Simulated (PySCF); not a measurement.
# CdTe+: bond curves at several levels of theory

One table from this session's results is given with a row withheld; the runs are named, their logs left out.

Computed with PySCF 2.14.0. Level: Cd def2-SVP with ECP28, Te def2-SVP with ECP28, scalar-relativistic core potentials.

The first run:

Settings of the job:

| Property | Result |
| --- | --- |
| atoms | Cd, Te |
| charge | 1 |
| basis | Cd def2-SVP with ECP28, Te def2-SVP with ECP28 |
| Hamiltonian | scalar-relativistic core potentials |
| basis functions | 57 |
| electrons treated | 43 |
| masses in u | 113.9034, 129.9062 |
| levels | PBE0, PBE, r²SCAN, TPSS, MN15, r²SCANh, HF, MP2, SCS-MP2 |
| grid | 80 radial by 434 angular points |
| occupations | held fixed by the projection of orbital angular momentum |
| dissociation limit | Cd+ + Te, each in its ground configuration |
| starting distance in angstrom | 2.820 |
| values of 2S to try | 1, 3 |

Launch:

```bash
$ OMP_NUM_THREADS=1 python dia.py task.json out
```

Steps of the session up to this table: Set-up; The PBE0 curve of the state that the search chose; Other states along the same grid; PBE (GGA); r²SCAN (meta-GGA); TPSS (meta-GGA); MN15; r²SCANh; ROHF (mean field).

One of the session's tables, all rows but one given; the rest of the session is left out.

It belongs to the step «The curves together». Energy (eV) from each level's lowest point:

| R (Å) | ROHF | ROHF-MP2 | ROHF-SCS-MP2 | PBE | TPSS |
| --- | --- | --- | --- | --- | --- |
| 2.291 | 1.072 | 0.883 | 0.948 | 0.899 | 0.869 |
| 2.398 | 0.491 | 0.371 | 0.415 | 0.396 | 0.375 |
| 2.504 | 0.168 | 0.104 | 0.130 | 0.127 | 0.114 |
| 2.584 | ? | ? | ? | ? | ? |
| 2.664 | 0.000 | 0.000 | 0.000 | 0.000 | 0.000 |
| 2.744 | 0.009 | 0.033 | 0.020 | 0.015 | 0.022 |
| 2.850 | 0.083 | 0.131 | 0.102 | 0.085 | 0.100 |
| 2.984 | 0.239 | 0.306 | 0.259 | 0.221 | 0.245 |
| 3.143 | 0.476 | 0.554 | 0.485 | 0.418 | 0.452 |
| 3.357 | 0.817 | 0.893 | 0.799 | 0.687 | 0.733 |

Estimate the missing values for R (Å) = 2.584.

Worked estimate for «ROHF». A straight line through the neighbours (2.504, 0.168) and (2.664, 0.000) gives 0.168 + (0.000 − 0.168) × (2.584 − 2.504) / (2.664 − 2.504) = 0.084; a parabola fitted to 4 rows on both sides gives 0.042.

**Answer.** ROHF: 0.046; ROHF-MP2: 0.018; ROHF-SCS-MP2: 0.030; PBE: 0.031; TPSS: 0.025. In «ROHF» the line misses by +0.038 and the parabola by -0.004.
